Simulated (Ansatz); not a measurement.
# SiGeH2 (singlet): from Hartree-Fock to the top rungs at distance Si1–H3 = 1.855 Å, cc-pVDZ

An exercise on one series of results from a longer session: the logs are not shown, and one member is left open.

The runs use Ansatz 0.2.0, Gaussian basis; cc-pVDZ, core rule «outside noble gas», up to 19 orbitals frozen.

Plan: UHF; CCSD(T) on RHF; CCSD(T) on UHF; BCCD(T) on RHF; CISD; CCSDT(Q) on RHF; CCSDT(Q) on UHF; CASSCF and MRCISD+Q, 2 electrons in 2 orbitals; CASSCF and NEVPT2, 2 electrons in 2 orbitals; CASSCF and MRCISD+Q, 10 electrons in 10 orbitals; CASSCF and NEVPT2, 10 electrons in 10 orbitals.

19 further runs of the same task are left out: 2 for a mislabelled method, 11 that didn't finish, 6 set aside as unsound or not needed.

## The system

The geometry derives from a PBE0/def2-TZVP stationary point (not a proven minimum). One bond is set to the value named and the two fragments are kept rigid. No spin-orbit coupling is included. The filled d shell of Ge may be among the frozen orbitals whatever the setting's name suggests; the logs give the count.

4 atoms, charge 0, spin multiplicity 1.

Atoms are counted from 1 here; the program's logs count them from 0.

Bond lengths: Si1–Ge2 2.167 Å, Si1–H4 1.620 Å, Ge2–H4 1.851 Å. Angles: Ge2–Si1–H4 56.3°, Si1–Ge2–H4 46.8°, Si1–H4–Ge2 76.9°.

The first run:

Contents of in.yaml:

```yaml
crystal:
  periodic: [false, false, false]
  atoms:
    - {symbol: Si, position_ang: [0.000000, 0.075483, 1.521491]}
    - {symbol: Ge, position_ang: [0.000000, -0.005536, -0.643615]}
    - {symbol: H, position_ang: [0.000000, -0.399055, 3.314767]}
    - {symbol: H, position_ang: [0.000000, -1.305225, 0.673897]}
basis:
  gaussian: {orbitals: cc-pVDZ}
magnetization: {spin_polarized: true, initial_magnetization: 0}
hamiltonian: {xc: hf}
output: {orbitals: {seedname: orbitals}}
```

Run with:

```sh
$ ansatz run in.yaml --threads 1 --pin off --events-out ev --progress --plain --max-ram 2393MiB
```

Among the steps run: UHF; CCSD(T) on RHF; CCSD(T) on UHF; BCCD(T) on RHF; CISD; CCSDT(Q) on RHF; CCSDT(Q) on UHF; CASSCF and MRCISD+Q, 2 electrons in 2 orbitals; CASSCF and NEVPT2, 2 electrons in 2 orbitals; CASSCF and MRCISD+Q, 10 electrons in 10 orbitals; CASSCF and NEVPT2, 10 electrons in 10 orbitals.

One of the session's tables, all rows but one given; the rest of the session is left out.

| method | from RCCSDT(Q) (kcal/mol) |
| --- | --- |
| RHF | +148.12 |
| UHF | +145.94 |
| RMP2 | +29.39 |
| CISD | +23.06 |
| RCCSD | +9.18 |
| RCCSD(T) | +1.56 |
| BCCD(T) | +1.53 |
| RCCSDT | +0.70 |
| RCCSDT(Q) | 0 |
| CASSCF pair | +133.86 |
| MRCISD pair | ? |
| MRCISD+Q pair | +2.82 |
| CASSCF valence | +78.69 |
| NEVPT2 valence | +18.60 |
| MRCISD valence | +5.62 |
| MRCISD+Q valence | +0.05 |

Q: Estimate the row for MRCISD pair from the others.

The run gave: from RCCSDT(Q) (kcal/mol): +19.17. In the column «from RCCSDT(Q) (kcal/mol)» it lies between NEVPT2 valence (+18.60) and CISD (+23.06).

Not comparable, so not listed: CCSD(T) on UHF; CASSCF and NEVPT2, 2 electrons in 2 orbitals (they don't share determinant, frozen orbitals or solution with the rows shown, or repeat one).

To keep in mind: Warnings: restricted reference is unstable; spin contamination; large T1 diagnostic. Warnings in the runs' records: passed over end.
